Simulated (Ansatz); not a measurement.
# BCl2H2N + HF: a complex and its separated parts

The complex below is one end of an elementary step. How strongly is it bound against its free parts?

The runs use Ansatz 0.2.0, Gaussian basis; PBE0-D4/def2-TZVP structures, single points in def2-TZVPP, no counterpoise correction.

Levels: SPW92, PBE-D4, BLYP-D4, r2SCAN-D4, B97M-V, PBE0-D4, B3LYP-D4, r2SCAN0-D4, BHLYP-D4, CAM-B3LYP-D4, wB97X-V, wB97M-V, B2PLYP, PBE-QIDH, RPA on PBE, Hartree-Fock, MP2, CCSD, CCSD(T).

Correlated methods freeze the cores. B3LYP uses VWN-RPA correlation. B2PLYP carries no dispersion term here.

21 further runs of the same task are left out: 21 set aside as unsound or not needed.

### Step 1. The system as given

The complex: 8 atoms, charge 0, spin multiplicity 1.

Atoms are counted from 1 here; the program's logs count them from 0.

Bond lengths: B1–N2 1.405 Å, B1–Cl3 1.750 Å, B1–Cl4 1.750 Å, N2–H7 1.009 Å, N2–H8 1.009 Å, H5–F6 0.936 Å. Angles: N2–B1–Cl3 119.8°, N2–B1–Cl4 119.8°, Cl3–B1–Cl4 120.4°, B1–N2–H7 120.3°, B1–N2–H8 120.3°, H7–N2–H8 114.1°.

Geometry (Å):

```xyz
8
charge 0, multiplicity 1
B    -0.37635    0.55536   -0.81731
N     0.69307   -0.08111   -0.16478
Cl   -1.37686   -0.35005   -1.93188
Cl   -0.72778    2.23516   -0.47408
H    -0.14621   -0.74001    1.37737
F    -0.47704   -1.10551    2.17285
H     1.38638    0.46333    0.32510
H     1.02468   -0.97728   -0.48727
```

Its parts: BCl2H2N holds atoms 1, 2, 3, 4, 7, 8; HF holds atoms 5, 6. Each part counts its atoms afresh in its own runs.

### Step 2. Relaxing BCl2H2N alone

relax-a/in.yaml

```yaml
crystal:
  periodic: [false, false, false]
  atoms:
    - {symbol: B, position_ang: [-0.376349, 0.555357, -0.817306]}
    - {symbol: N, position_ang: [0.693073, -0.081106, -0.164785]}
    - {symbol: Cl, position_ang: [-1.376860, -0.350050, -1.931879]}
    - {symbol: Cl, position_ang: [-0.727780, 2.235162, -0.474075]}
    - {symbol: H, position_ang: [1.386383, 0.463332, 0.325095]}
    - {symbol: H, position_ang: [1.024677, -0.977275, -0.487269]}
basis:
  gaussian: {orbitals: def2-TZVP}
hamiltonian: {xc: pbe0, dispersion: d4}
relax: {f_tol: 0.005, max_steps: 200}
```

No record of the launch command was kept for these runs.

Log (excerpt; [...] marks lines left out):

```text
Functional definition: PBE0
  name "PBE0"
  cite "Adamo & Barone, J. Chem. Phys. 110, 6158 (1999) doi:10.1063/1.478522"
  cite "Perdew, Burke & Ernzerhof, Phys. Rev. Lett. 77, 3865 (1996) doi:10.1103/PhysRevLett.77.3865"
  parent pbe
[...]
948 factors; their error is unknown
[...]
mean field -27238.64450439 eV, -1001.0017225199 hartree, gradient 1.9e-5 eV, S^2 0.000000; 0 other end points of the search recorded, 0 dependent functions left out
[...]
reference -27238.64453056 eV, -1001.0017234816 hartree; 24, 24 occupied and 124, 124 virtual orbitals, 948 factors
relax step   1: F+E_penalty+E_count = -27238.76050562 eV  Δ(F+E_penalty+E_count) = +0.000e0 eV  max|allowed force component| = 6.065e-1 eV/Å  Δτ_max = 0.0000 Å  (26 SCF iters, accepted)
[...]
relax step   6: F+E_penalty+E_count = -27238.80283587 eV  Δ(F+E_penalty+E_count) = -5.826e-4 eV  max|allowed force component| = 5.688e-2 eV/Å  Δτ_max = 0.0100 Å  (31 SCF iters, accepted)
[...]
relax step   7: F+E_penalty+E_count = -27238.80293046 eV  Δ(F+E_penalty+E_count) = -9.460e-5 eV  max|allowed force component| = 2.929e-3 eV/Å  Δτ_max = 0.0026 Å  (32 SCF iters, accepted)
948 factors; their error is unknown
[...]
mean field -27238.68700783 eV, -1001.0032844926 hartree, gradient 3.9e-5 eV, S^2 0.000000; 1 other end points of the search recorded, 0 dependent functions left out
[...]
reference -27238.68703405 eV, -1001.0032854561 hartree; 24, 24 occupied and 124, 124 virtual orbitals, 948 factors
Total energy: -27238.80295668 eV, -1001.0075455343 hartree
Atom 0 at    -0.357561     0.556759    -0.828160 Å, force    -0.000428     0.000037     0.000128 eV/Å
Atom 1 at     0.752386    -0.042739    -0.259236 Å, force     0.002340    -0.000956     0.000662 eV/Å
Atom 2 at    -1.394459    -0.353294    -1.922959 Å, force     0.000502     0.002929     0.001402 eV/Å
Atom 3 at    -0.744418     2.235730    -0.463003 Å, force    -0.000895    -0.002643    -0.001739 eV/Å
Atom 4 at     1.365067     0.447249     0.369139 Å, force    -0.001137    -0.001183    -0.001072 eV/Å
Atom 5 at     1.002129    -0.998285    -0.446000 Å, force    -0.000383     0.001817     0.000619 eV/Å
Dipole moment:     0.467893    -0.252633     0.239681 e Å
```

It took 12 s on 4 threads, shared host; peak memory 0.31 GiB.

The steps of the relaxation: (the energy doesn't fall at every step)

```
step  energy from step 1 (eV)  largest force component (eV/Å)
   1                   0.0000                          0.6065
   2                  -0.0266                          0.4333
   3                  -0.0269                          0.4306
   4                   0.0296                          1.1370
   5                  -0.0417                          0.0861
   6                  -0.0423                          0.0569
   7                  -0.0424                          0.0029
```

Close pairs (by a distance rule), those that changed most:

```
  bond  before (Å)  after (Å)  change (Å)
 B1–N2       1.405      1.384      -0.021
B1–Cl4       1.750      1.761      +0.011
B1–Cl3       1.750      1.761      +0.011
 N2–H6       1.009      1.005      -0.003
 N2–H5       1.009      1.005      -0.003
```

### Step 3. Relaxing HF alone

relax-b/in.yaml

```yaml
crystal:
  periodic: [false, false, false]
  atoms:
    - {symbol: H, position_ang: [-0.146207, -0.740009, 1.377374]}
    - {symbol: F, position_ang: [-0.477039, -1.105513, 2.172845]}
basis:
  gaussian: {orbitals: def2-TZVP}
hamiltonian: {xc: pbe0, dispersion: d4}
relax: {f_tol: 0.005, max_steps: 200}
```

Log (excerpt; [...] marks lines left out):

```text
[... 5 set-up lines as earlier in the session ...]
[...]
200 factors; their error is unknown
[...]
mean field -2731.79440151 eV, -100.3915925786 hartree, gradient 6.9e-6 eV, S^2 0.000000; 0 other end points of the search recorded, 0 dependent functions left out
[...]
reference -2731.79441017 eV, -100.3915928971 hartree; 5, 5 occupied and 32, 32 virtual orbitals, 200 factors
relax step   1: F+E_penalty+E_count = -2731.79591998 eV  Δ(F+E_penalty+E_count) = +0.000e0 eV  max|allowed force component| = 7.701e-1 eV/Å  Δτ_max = 0.0000 Å  (21 SCF iters, accepted)
[...]
relax step   4: F+E_penalty+E_count = -2731.80321295 eV  Δ(F+E_penalty+E_count) = -2.697e-7 eV  max|allowed force component| = 5.201e-3 eV/Å  Δτ_max = 0.0001 Å  (25 SCF iters, accepted)
[...]
relax step   5: F+E_penalty+E_count = -2731.80321326 eV  Δ(F+E_penalty+E_count) = -3.085e-7 eV  max|allowed force component| = 1.009e-6 eV/Å  Δτ_max = 0.0001 Å  (25 SCF iters, accepted)
200 factors; their error is unknown
[...]
mean field -2731.80169997 eV, -100.3918607921 hartree, gradient 2.5e-5 eV, S^2 0.000000; 1 other end points of the search recorded, 0 dependent functions left out
[...]
reference -2731.80170840 eV, -100.3918611022 hartree; 5, 5 occupied and 32, 32 virtual orbitals, 200 factors
Total energy: -2731.80322170 eV, -100.3919167147 hartree
Atom 0 at    -0.148999    -0.743094     1.384088 Å, force    -0.000000    -0.000000     0.000001 eV/Å
Atom 1 at    -0.474247    -1.102428     2.166131 Å, force     0.000000     0.000000    -0.000001 eV/Å
Dipole moment:     0.141695     0.156545    -0.340700 e Å
```

Run time: 0.55 s. Hardware: 4 threads, shared host.

Along the way:

```
step  energy from step 1 (eV)  largest force component (eV/Å)
   1                   0.0000                          0.7701
   2                  -0.0070                          0.1692
   3                  -0.0073                          0.0071
   4                  -0.0073                          0.0052
   5                  -0.0073                          0.0000
```

The bond:

```
 bond  before (Å)  after (Å)  change (Å)
H1–F2       0.936      0.920      -0.016
```

### Step 4. wB97M-V/def2-TZVPP

parta/in.yaml

```yaml
crystal:
  periodic: [false, false, false]
  atoms:
    - {symbol: B, position_ang: [-0.357561, 0.556759, -0.828160]}
    - {symbol: N, position_ang: [0.752386, -0.042739, -0.259236]}
    - {symbol: Cl, position_ang: [-1.394459, -0.353294, -1.922959]}
    - {symbol: Cl, position_ang: [-0.744418, 2.235730, -0.463003]}
    - {symbol: H, position_ang: [1.365067, 0.447249, 0.369139]}
    - {symbol: H, position_ang: [1.002129, -0.998285, -0.446000]}
basis:
  gaussian: {orbitals: def2-TZVPP}
hamiltonian: {xc: {name: wB97M-V}}
```

partb/in.yaml

```yaml
crystal:
  periodic: [false, false, false]
  atoms:
    - {symbol: H, position_ang: [-0.148999, -0.743094, 1.384088]}
    - {symbol: F, position_ang: [-0.474247, -1.102428, 2.166131]}
basis:
  gaussian: {orbitals: def2-TZVPP}
hamiltonian: {xc: {name: wB97M-V}}
```

Log of parta (excerpt; [...] marks lines left out):

```text
Functional definition: wB97M-V
  name "wB97M-V"
  cite "Mardirossian & Head-Gordon, J. Chem. Phys. 144, 214110 (2016) doi:10.1063/1.4952647"
  cite "Becke, J. Chem. Phys. 107, 8554 (1997) doi:10.1063/1.475007"
  cite "Vydrov & Van Voorhis, J. Chem. Phys. 133, 244103 (2010) doi:10.1063/1.3521275"
  # Of w^i u^j: cxij and so on, Table III.
[...]
  gx(w, u) = 1 - cx + cx01*u + cx10*w
  gss(w, u) = css00 + css04*u^4 + css10*w + css20*w^2 + css43*w^4*u^3
  gos(w, u) = cos00 + cos10*w + (cos20 + cos21*u)*w^2 + (cos60 + cos61*u)*w^6
[...]
      + integral(e_c_pw_mod_opposite_spin*gos(b97_w_opposite, b97_u_opposite)) + vv10(b, c)
1062 factors; their error is unknown
198 factors; integrals over basis functions are off by at most 2.9e-5 eV
[...]
mean field -27247.60316977 eV, -1001.3309474002 hartree, gradient 3.3e-5 eV, S^2 0.000000; 0 other end points of the search recorded, 0 dependent functions left out
reference -27247.60320933 eV, -1001.3309488540 hartree; 24, 24 occupied and 150, 150 virtual orbitals, 1062 factors
Total energy: -27247.60320933 eV, -1001.3309488540 hartree
```

partb printed (excerpt; [...] marks lines left out):

```text
[... 5 set-up lines as earlier in the session ...]
  # Of w^i u^j: cxij and so on, Table III.
[...]
  gx(w, u) = 1 - cx + cx01*u + cx10*w
  gss(w, u) = css00 + css04*u^4 + css10*w + css20*w^2 + css43*w^4*u^3
  gos(w, u) = cos00 + cos10*w + (cos20 + cos21*u)*w^2 + (cos60 + cos61*u)*w^6
[...]
      + integral(e_c_pw_mod_opposite_spin*gos(b97_w_opposite, b97_u_opposite)) + vv10(b, c)
215 factors; their error is unknown
48 factors; integrals over basis functions are off by at most 2.2e-5 eV
[...]
mean field -2733.67553276 eV, -100.4607228770 hartree, gradient 1.2e-5 eV, S^2 0.000000; 0 other end points of the search recorded, 0 dependent functions left out
reference -2733.67554742 eV, -100.4607234160 hartree; 5, 5 occupied and 40, 40 virtual orbitals, 215 factors
Total energy: -2733.67554742 eV, -100.4607234160 hartree
```

Wall times: 4.1 s (parta), 0.25 s (partb) on 4 threads, shared host; peak memory 0.47 GiB.

### Step 5. CCSD(T)/def2-TZVPP

The same edit goes into each in.yaml of step 4 (parta, partb):

```diff
-hamiltonian: {xc: {name: wB97M-V}}
+correlation: {method: ccsd_t}
```

parta printed (excerpt; [...] marks lines left out):

```text
Functional definition: HF
  name "HF"
  cite "Fock, Z. Phys. 61, 126 (1930) doi:10.1007/BF01340294"
[... 1 set-up line as earlier in the session ...]
[...]
1040 factors; integrals over basis functions are off by at most 1.4e-3 eV
[...]
mean field -27197.70952086 eV, -999.4973896218 hartree, gradient 2.5e-6 eV, S^2 0.000000; 0 other end points of the search recorded, 0 dependent functions left out
12 core orbitals not correlated: weight in the atoms' cores, before any rotation towards them, 1.000 or more for the frozen orbitals, at most 0.000 for the correlated occupied ones
reference -27197.70952086 eV, -999.4973896218 hartree; 12, 12 occupied and 150, 150 virtual orbitals, 1040 factors
second order -18.69638954 eV of doubles, -0.00000000 eV of singles
cycle   1  -19.29817693 eV  change   -6.0e-1 eV  update   8.2e-2
[...]
cycle   9  -19.75665398 eV  change   -3.9e-6 eV  update   1.5e-5
perturbative correction -0.84760559 eV, -0.0311489307 hartree
Total energy: -27218.31378042 eV, -1000.2545821948 hartree
```

Log of partb (excerpt; [...] marks lines left out):

```text
[... 4 set-up lines as earlier in the session ...]
[...]
287 factors; integrals over basis functions are off by at most 1.0e-3 eV
[...]
mean field -2722.91269092 eV, -100.0651957348 hartree, gradient 4.5e-6 eV, S^2 0.000000; 0 other end points of the search recorded, 0 dependent functions left out
1 core orbitals not correlated: weight in the atoms' cores, before any rotation towards them, 1.000 or more for the frozen orbitals, at most 0.000 for the correlated occupied ones
reference -2722.91269092 eV, -100.0651957348 hartree; 4, 4 occupied and 40, 40 virtual orbitals, 287 factors
second order -7.36487262 eV of doubles, -0.00000000 eV of singles
cycle   1  -7.29622729 eV  change    6.9e-2 eV  update   3.9e-2
[...]
cycle   8  -7.43091089 eV  change    3.5e-7 eV  update   3.3e-6
perturbative correction -0.17033962 eV, -0.0062598654 hartree
Total energy: -2730.51394142 eV, -100.3445365384 hartree
```

They took 8 s (parta), 0.15 s (partb) on 4 threads, shared host; peak memory 1.1 GiB.

### Step 6. Vibrations of BCl2H2N

vib-parta/in.yaml

```yaml
crystal:
  periodic: [false, false, false]
  atoms:
    - {symbol: B, position_ang: [-0.357561, 0.556759, -0.828160]}
    - {symbol: N, position_ang: [0.752386, -0.042739, -0.259236]}
    - {symbol: Cl, position_ang: [-1.394459, -0.353294, -1.922959]}
    - {symbol: Cl, position_ang: [-0.744418, 2.235730, -0.463003]}
    - {symbol: H, position_ang: [1.365067, 0.447249, 0.369139]}
    - {symbol: H, position_ang: [1.002129, -0.998285, -0.446000]}
basis:
  gaussian: {orbitals: def2-TZVP}
hamiltonian: {xc: pbe0, dispersion: d4}
phonons: {temperatures: {t_min: 298.15, t_max: 900, t_step: 200}}
```

Log (excerpt; [...] marks lines left out):

```text
[... 5 set-up lines as earlier in the session ...]
[...]
948 factors; their error is unknown
[...]
mean field -27238.68700784 eV, -1001.0032844929 hartree, gradient 4.3e-5 eV, S^2 0.000000; 0 other end points of the search recorded, 0 dependent functions left out
[...]
reference -27238.68703406 eV, -1001.0032854563 hartree; 24, 24 occupied and 124, 124 virtual orbitals, 948 factors
[... from here to the last solve, the lines of the solves are left out (19 solves) ...]
948 factors; their error is unknown
mean field -27238.68694445 eV, -1001.0032821633 hartree, gradient 2.3e-6 eV, S^2 0.000000; 0 other end points of the search recorded, 0 dependent functions left out
[...]
reference -27238.68697066 eV, -1001.0032831265 hartree; 24, 24 occupied and 124, 124 virtual orbitals, 948 factors
Total energy: -27238.80295668 eV, -1001.0075455343 hartree
Atom 0 at    -0.357561     0.556759    -0.828160 Å, force    -0.000437     0.000039     0.000125 eV/Å
Atom 1 at     0.752386    -0.042739    -0.259236 Å, force     0.002332    -0.000956     0.000656 eV/Å
Atom 2 at    -1.394459    -0.353294    -1.922959 Å, force     0.000509     0.002932     0.001408 eV/Å
Atom 3 at    -0.744418     2.235730    -0.463003 Å, force    -0.000892    -0.002649    -0.001740 eV/Å
Atom 4 at     1.365067     0.447249     0.369139 Å, force    -0.001131    -0.001179    -0.001068 eV/Å
Atom 5 at     1.002129    -0.998285    -0.446000 Å, force    -0.000381     0.001812     0.000619 eV/Å
Dipole moment:     0.467893    -0.252633     0.239681 e Å
Vibrations: 261.22 319.62 474.43 541.94 563.02 575.58 791.26 1092.92 1369.24 1622.87 3626.86 3732.41 cm⁻¹, zero-point energy 0.928106 eV
```

Wall time 20 s (4 threads, shared host); peak memory 0.3 GiB.

The modes, with what each moves most:

```
mode  wavenumber (cm⁻¹)                       character
   1                261                            bend
   2                320                            bend
   3                474  torsion with out-of-plane bend
   4                542  torsion with out-of-plane bend
   5                563                    B–Cl stretch
   6                576                         torsion
   7                791          B–Cl stretch with bend
   8               1093          bend with B–Cl stretch
   9               1369                     B–N stretch
  10               1623                            bend
  11               3627                     N–H stretch
  12               3732                     N–H stretch
```

Vibrational sums (real modes only):

```
T (K)  entropy (J/mol/K)  heat capacity (J/mol/K)
  298               23.3                     38.3
  498               47.8                     56.6
  698               68.7                     66.9
  898               86.3                     73.5
```

### Step 7. Vibrations of HF

vib-partb/in.yaml

```yaml
crystal:
  periodic: [false, false, false]
  atoms:
    - {symbol: H, position_ang: [-0.148999, -0.743094, 1.384088]}
    - {symbol: F, position_ang: [-0.474247, -1.102428, 2.166131]}
basis:
  gaussian: {orbitals: def2-TZVP}
hamiltonian: {xc: pbe0, dispersion: d4}
phonons: {temperatures: {t_min: 298.15, t_max: 900, t_step: 200}}
```

Log (excerpt; [...] marks lines left out):

```text
[... 5 set-up lines as earlier in the session ...]
[...]
200 factors; their error is unknown
[...]
mean field -2731.80169997 eV, -100.3918607921 hartree, gradient 6.9e-6 eV, S^2 0.000000; 0 other end points of the search recorded, 0 dependent functions left out
[...]
reference -2731.80170840 eV, -100.3918611022 hartree; 5, 5 occupied and 32, 32 virtual orbitals, 200 factors
[...]
200 factors; their error is unknown
[...]
mean field -2731.80169997 eV, -100.3918607920 hartree, gradient 3.9e-7 eV, S^2 0.000000; 0 other end points of the search recorded, 0 dependent functions left out
[...]
reference -2731.80170840 eV, -100.3918611021 hartree; 5, 5 occupied and 32, 32 virtual orbitals, 200 factors
[...]
200 factors; their error is unknown
[...]
mean field -2731.80151055 eV, -100.3918538311 hartree, gradient 3.9e-7 eV, S^2 0.000000; 0 other end points of the search recorded, 0 dependent functions left out
[...]
reference -2731.80151902 eV, -100.3918541425 hartree; 5, 5 occupied and 32, 32 virtual orbitals, 200 factors
[...]
200 factors; their error is unknown
mean field -2731.80150997 eV, -100.3918538099 hartree, gradient 3.9e-7 eV, S^2 0.000000; 0 other end points of the search recorded, 0 dependent functions left out
[...]
reference -2731.80151837 eV, -100.3918541186 hartree; 5, 5 occupied and 32, 32 virtual orbitals, 200 factors
Total energy: -2731.80322170 eV, -100.3919167147 hartree
Atom 0 at    -0.148999    -0.743094     1.384088 Å, force    -0.000006    -0.000006     0.000014 eV/Å
Atom 1 at    -0.474247    -1.102428     2.166131 Å, force     0.000006     0.000006    -0.000014 eV/Å
Dipole moment:     0.141695     0.156545    -0.340700 e Å
Vibrations: 4152.87 cm⁻¹, zero-point energy 0.257445 eV
```

It took 0.75 s on 4 threads, shared host.

The modes, with what each moves most:

```
mode  wavenumber (cm⁻¹)    character
   1               4153  F–H stretch
```

Vibrational sums (real modes only):

```
T (K)  entropy (J/mol/K)  heat capacity (J/mol/K)
  298                0.0                      0.0
  498                0.0                      0.0
  698                0.0                      0.1
  898                0.1                      0.5
```

### Step 8. Complex less separated parts

The complex's own energies come from single points at the same levels. Levels not printed above were run the same way.

Rows are in def2-TZVPP; times add the 3 runs of a level on a shared host, so small differences are noise.

Differences are taken before rounding.

```
      method                    rung  complex less parts (kcal/mol)  from CCSD(T) (kcal/mol)   time
       SPW92                     LDA                           -8.4                     -4.5  1.5 s
      PBE-D4                     GGA                           -5.7                     -1.8  2.5 s
     BLYP-D4                     GGA                           -5.2                     -1.2  2.5 s
   r2SCAN-D4                meta-GGA                           -5.0                     -1.0  5.5 s
      B97M-V                meta-GGA                           -4.4                     -0.4   10 s
     PBE0-D4                  hybrid                           -4.9                     -1.0  3.8 s
    B3LYP-D4                  hybrid                           -4.8                     -0.8  3.5 s
  r2SCAN0-D4                  hybrid                           -4.6                     -0.6  6.4 s
    BHLYP-D4                  hybrid                           -4.3                     -0.3  3.4 s
CAM-B3LYP-D4  range-separated hybrid                           -5.0                     -1.0    4 s
     wB97X-V  range-separated hybrid                           -4.4                     -0.4  9.3 s
     wB97M-V  range-separated hybrid                           -4.4                     -0.4   11 s
      B2PLYP           double hybrid                           -3.9                     +0.1  5.9 s
    PBE-QIDH           double hybrid                           -4.1                     -0.1  6.3 s
  RPA on PBE                     RPA                           -3.3                     +0.7  5.9 s
Hartree-Fock            wavefunction                           -0.7                     +3.2       
         MP2            wavefunction                           -4.2                     -0.2       
        CCSD            wavefunction                           -3.4                     +0.6       
     CCSD(T)            wavefunction                           -4.0                        0   97 s
```

Among the levels timed on like hardware and quicker than the yardstick, those that no quicker one beats, quickest first: SPW92 (1.5 s, -4.5 kcal/mol); BLYP-D4 (2.5 s, -1.2 kcal/mol); BHLYP-D4 (3.4 s, -0.3 kcal/mol); B2PLYP (5.9 s, +0.1 kcal/mol).

For cost: B2PLYP gets within 0.1 kcal/mol in 5.9 s, where CCSD(T) took 97 s; the quickest level in the cost chart, SPW92, takes 1.5 s and misses by 4.5 kcal/mol.

The complex's zero-point energy, from a separate PBE0-D4 run, is 1.261 eV.

### Step 9. What came out

| quantity | value |
| --- | --- |
| complex less parts, CCSD(T)/def2-TZVPP | -4.0 kcal/mol |
| with zero-point energy | -2.2 kcal/mol |
| largest T1 diagnostic | 0.010 |

In words: At CCSD(T) the complex lies 4.0 kcal/mol below its parts. B2PLYP is the best functional here (+0.1 kcal/mol from CCSD(T)); SPW92 is the worst (-4.5 kcal/mol). PBE-QIDH is as near within the digits shown. Mean unsigned error by rung: LDA 4.5, GGA 1.5, meta-GGA 0.7, hybrid 0.7, range-separated hybrid 0.6, double hybrid 0.1 kcal/mol. PBE-D4 gives a relative energy 1.8 kcal/mol too low, outside chemical accuracy (1 kcal/mol). No counterpoise was applied, and triple zeta lacks some correlation, so the CCSD(T) reference has a basis error of its own, and close matches with it are partly luck.
